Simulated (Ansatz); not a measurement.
Ba2Tl5V3O12:

```
Ba V Tl O
1.0
     6.48991   -6.67692   -0.04765
     6.48991    6.67692   -0.04765
    -1.96739    0.00000    5.75220
Ba V Tl O
2 3 5 12
Direct
  0.47917 0.52083 0.00000
  0.79264 0.20736 0.00000
  0.65694 0.94605 0.25735
  0.05395 0.34306 0.74265
  0.57442 0.42558 0.50000
  0.49835 0.85629 0.63726
  0.14371 0.50165 0.36274
  0.01508 0.98492 0.50000
  0.30964 0.12677 0.21892
  0.87323 0.69036 0.78108
  0.00390 0.26325 0.44275
  0.59719 0.60676 0.67706
  0.91333 0.42820 0.84635
  0.52536 0.79943 0.20594
  0.68766 0.41628 0.31356
  0.09251 0.20316 0.88601
  0.58372 0.31234 0.68644
  0.79684 0.90749 0.11399
  0.57180 0.08667 0.15365
  0.20057 0.47464 0.79406
  0.73675 0.99610 0.55725
  0.39324 0.40281 0.32294
```

The cell was built by a generator and needn't be a form met in nature.

Base run:

- Program: Ansatz 0.2.0
- Functional: PBE
- Potentials or basis: all-electron LAPW, scalar-relativistic
- Cutoff: 482 eV (chosen from the basis error)
- Basis error allowed: 0.003 eV/atom
- k mesh: 3 × 3 × 5
- Occupations: fermi-dirac, width 0.05 eV
- Spin: collinear spin, ferromagnetic start
- Starting moments: [0.0, 0.0, 2.0, 2.0, 2.0, 0.0, 0.0, 0.0, 0.0, 0.0, 0.0, 0.0, 0.0, 0.0, 0.0, 0.0, 0.0, 0.0, 0.0, 0.0, 0.0, 0.0] μB

Its results: band gap on the k mesh 2.90 eV, indirect (least direct gap 2.95 eV); pressure 0.0 GPa; net moment 0.00 μB per cell; largest force 0.006 eV/Å.

Problem. The run is repeated on the same cell with these changes: functional from PBE to LDA; k mesh from 3 × 3 × 5 to 2 × 2 × 4. What comes out?

Solution. Band gap on the k mesh 2.80 eV, indirect (least direct gap 2.85 eV); pressure -5.0 GPa; net moment 0.00 μB per cell; largest force 0.595 eV/Å.

Several settings changed at once, so the effect can't be laid on one alone.

Caveats: spin-orbit coupling is left out, which as a rule narrows the gap of such compounds by several tenths of an eV; the starting moments weren't kept; an odd mesh through Γ misses points on the zone boundary, where band edges often lie (some runs).
